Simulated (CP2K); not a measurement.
# Two attempts at C2H5F2In (SMILES C[CH](F)[InH][F])

Wanted: the energy of C2H5F2In, PM6.

The calculation is run with CP2K 2026.2.

2 further runs of the same task are left out: 2 set aside as unsound or not needed.

### Step 1. The system as given

C2H5F2In has 10 atoms, charge 0, and is taken as a singlet. As SMILES, `C[CH](F)[InH][F]`. The shape comes from GFN2-xTB, which is rough for such elements, and wasn't checked as a minimum. This is one conformer, not always the lowest.

Bond lengths: C1–C2 1.503 Å, C2–F3 1.388 Å, C2–In4 2.287 Å, In4–F5 1.977 Å, C1–H6 1.090 Å, C1–H7 1.091 Å, C1–H8 1.093 Å, C2–H9 1.091 Å, In4–H10 1.748 Å. Some angles: C1–C2–F3 110.9°, C1–C2–In4 109.7°, F3–C2–In4 102.4°, C2–In4–F5 109.0°, C1–C2–H9 114.2°, F3–C2–H9 106.1°, In4–C2–H9 112.8°, C2–C1–H6 111.0°, C2–C1–H7 109.3°, C2–C1–H8 109.9°.

### Step 2. First attempt

Input file run.inp:

```
&GLOBAL
  PROJECT run
  RUN_TYPE ENERGY
  PRINT_LEVEL MEDIUM
&END GLOBAL

&FORCE_EVAL
  METHOD QS
  &DFT
    # Quickstep
    &QS
      METHOD PM6
      EPS_DEFAULT 1.0E-10
      &SE
        &COULOMB
          CUTOFF [angstrom] 50
          RC_RANGE [angstrom] 0
        &END COULOMB
        &EXCHANGE
          CUTOFF [angstrom] 50
          RC_RANGE [angstrom] 0
        &END EXCHANGE
      &END SE
    &END QS
    &POISSON
      PERIODIC NONE
      POISSON_SOLVE ANALYTIC
    &END POISSON
    &SCF
      SCF_GUESS ATOMIC
      EPS_SCF 1.0E-06
      MAX_SCF 80
      ADDED_MOS 2
      &DIAGONALIZATION
        ALGORITHM STANDARD
      &END DIAGONALIZATION
      &MIXING
        METHOD DIRECT_P_MIXING
        ALPHA 0.4
      &END MIXING
    &END SCF
    &PRINT
      &MOMENTS
        PERIODIC F
        REFERENCE COM
        MAX_MOMENT 1
      &END MOMENTS
      &MO ON
        ENERGIES T
        OCCUPATION_NUMBERS T
        NDIGITS 6
        &EACH
          QS_SCF 0
        &END EACH
        ADD_LAST NUMERIC
      &END MO
      &HIRSHFELD OFF
      &END HIRSHFELD
    &END PRINT
  &END DFT
  # structure
  &SUBSYS
    &CELL
      ABC 15.7 16.7 15.4
      PERIODIC NONE
    &END CELL
    &COORD
      C     -0.817150    -1.066930    -0.080560
      C      0.404860    -0.477350     0.565380
      F      0.146580    -0.118910     1.881560
      In     0.895320     1.536080    -0.403110
      F     -0.656210     2.128520    -1.474810
      H     -1.169420    -1.937340     0.473420
      H     -0.576520    -1.362890    -1.102800
      H     -1.618780    -0.324100    -0.108140
      H      1.262970    -1.150450     0.597960
      H      2.128350     2.773360    -0.348900
    &END COORD
    &TOPOLOGY
      &CENTER_COORDINATES
      &END CENTER_COORDINATES
    &END TOPOLOGY
  &END SUBSYS
&END FORCE_EVAL
```

The run is started by

```
$ OMP_NUM_THREADS=1 cp2k.psmp run.inp > run.out
```

The log of the run:

```text
Possible matches for unknown keyword

 POISSON_SOLVE

   keyword POISSON_SOLVER in section %__ROOT__%FORCE_EVAL%DFT%POISSON score:  109
   keyword POISSON_SOLVER in section %__ROOT__%FORCE_EVAL%MM%POISSON score:  109
   keyword POISSON_SOLVER in section %__ROOT__%FORCE_EVAL%QMMM%PERIODIC%POISSON score:  109
   keyword POISSON in section %__ROOT__%FORCE_EVAL%DFT%POISSON score:  104
   keyword POISSON in section %__ROOT__%FORCE_EVAL%MM%POISSON score:  104

 *******************************************************************************
 *   ___                                                                       *
 *  /   \                                                                      *
 * [ABORT]                                                                     *
 *  \___/        found an unknown keyword POISSON_SOLVE in section POISSON     *
 *    |                                                                        *
 *  O/|                                                                        *
 * /| |                                                                        *
 * / \                                               input/input_parsing.F:253 *
 *******************************************************************************

 ===== Routine Calling Stack =====

            5 section_vals_parse
            4 section_vals_parse
            3 section_vals_parse
            2 section_vals_parse
            1 read_input
```

Wall time 0.97 s (1 thread of Intel Xeon Platinum 8488C (Sapphire Rapids), shared host); peak memory 0.16 GiB.

### Step 3. Reading the log

The input was rejected.

The telling line is `\___/        found an unknown keyword POISSON_SOLVE in section POISSON`. The fault: the input text is malformed or holds a word that the program doesn't know.

### Step 4. The mended input

Input file qs.inp:

```
&FORCE_EVAL
  METHOD QUICKSTEP
  &DFT
    &QS
      METHOD PM6
      EPS_DEFAULT 1.0E-10
      &SE
        &COULOMB
          CUTOFF [angstrom] 50
          RC_RANGE [angstrom] 0
        &END COULOMB
        &EXCHANGE
          CUTOFF [angstrom] 50
          RC_RANGE [angstrom] 0
        &END EXCHANGE
      &END SE
    &END QS
    # no periodic images
    &POISSON
      PERIODIC NONE
      POISSON_SOLVER ANALYTIC
    &END POISSON
    &SCF
      SCF_GUESS ATOMIC
      EPS_SCF 1.0E-06
      MAX_SCF 80
      ADDED_MOS 2
      &DIAGONALIZATION
        ALGORITHM STANDARD
      &END DIAGONALIZATION
      &MIXING
        METHOD DIRECT_P_MIXING
        ALPHA 0.4
      &END MIXING
    &END SCF
    # extra output
    &PRINT
      &MOMENTS
        PERIODIC F
        REFERENCE COM
        MAX_MOMENT 1
      &END MOMENTS
      &MO ON
        ENERGIES T
        OCCUPATION_NUMBERS T
        NDIGITS 6
        &EACH
          QS_SCF 0
        &END EACH
        ADD_LAST NUMERIC
      &END MO
      &HIRSHFELD OFF
      &END HIRSHFELD
    &END PRINT
  &END DFT
  # atoms, cell and kinds
  &SUBSYS
    &CELL
      ABC 15.7 16.7 15.4
      PERIODIC NONE
    &END CELL
    &COORD
      C     -0.817150    -1.066930    -0.080560
      C      0.404860    -0.477350     0.565380
      F      0.146580    -0.118910     1.881560
      In     0.895320     1.536080    -0.403110
      F     -0.656210     2.128520    -1.474810
      H     -1.169420    -1.937340     0.473420
      H     -0.576520    -1.362890    -1.102800
      H     -1.618780    -0.324100    -0.108140
      H      1.262970    -1.150450     0.597960
      H      2.128350     2.773360    -0.348900
    &END COORD
    &TOPOLOGY
      &CENTER_COORDINATES
      &END CENTER_COORDINATES
    &END TOPOLOGY
  &END SUBSYS
&END FORCE_EVAL
&GLOBAL
  PROJECT_NAME qs
  RUN_TYPE ENERGY
  PRINT_LEVEL MEDIUM
&END GLOBAL
```

The run is started by

```
$ OMP_NUM_THREADS=1 cp2k.psmp -i qs.inp -o qs.out
```

The log of the run:

```text
CP2K| version string:                                       CP2K version 2026.2
[...]
 GLOBAL| Method name                                                        CP2K
[...]
 GLOBAL| Run type                                                         ENERGY
[...]
                             - Atoms:                                         10
[...]
                             - Spherical basis functions:                     25
[...]
 Number of electrons:                                                         30
[...]
     1 P_Mix/Diag. 0.40E+00    0.0     0.74097392       -42.2909910677 -4.23E+01
[...]
    19 DIIS/Diag.  0.16E-06    0.0     0.00000029       -48.1118460157 -6.83E-12
  *** SCF run converged in    19 steps ***
  Core-core repulsion energy [eV]:                           1962.58453147740374
  Core Hamiltonian energy [eV]:                             -2183.01303861222959
  Two-electron integral energy [eV]:                        -2177.52280569379809
  Electronic energy [eV]:                                   -3271.77444145912887
  Total energy [eV]:                                        -1309.18990998172467
  Atomic reference energy [eV]:                              1305.83075084801362
  Heat of formation [kcal/mol]:                               -77.46405601536667
[...]
 SE_DIPOLE| Moment [Debye]         -3.18939777       1.32781204      -0.19073343
 SE_DIPOLE| Derivative [a.u.]       0.00000000       0.00000000       0.00000000
 ENERGY| Total FORCE_EVAL ( QS ) energy [hartree]            -48.111846015736141
[...]
```

It took 1.1 s on 1 thread of Intel Xeon Platinum 8488C (Sapphire Rapids), shared host; peak memory 0.19 GiB.

### Step 5. Summary of results

Level: PM6.

```
         quantity           value
     total energy    -48.11185 Eh
    dipole moment          3.46 D
      HOMO energy       -10.80 eV
      LUMO energy         0.25 eV
    HOMO–LUMO gap        11.05 eV
heat of formation  -77.5 kcal/mol
```
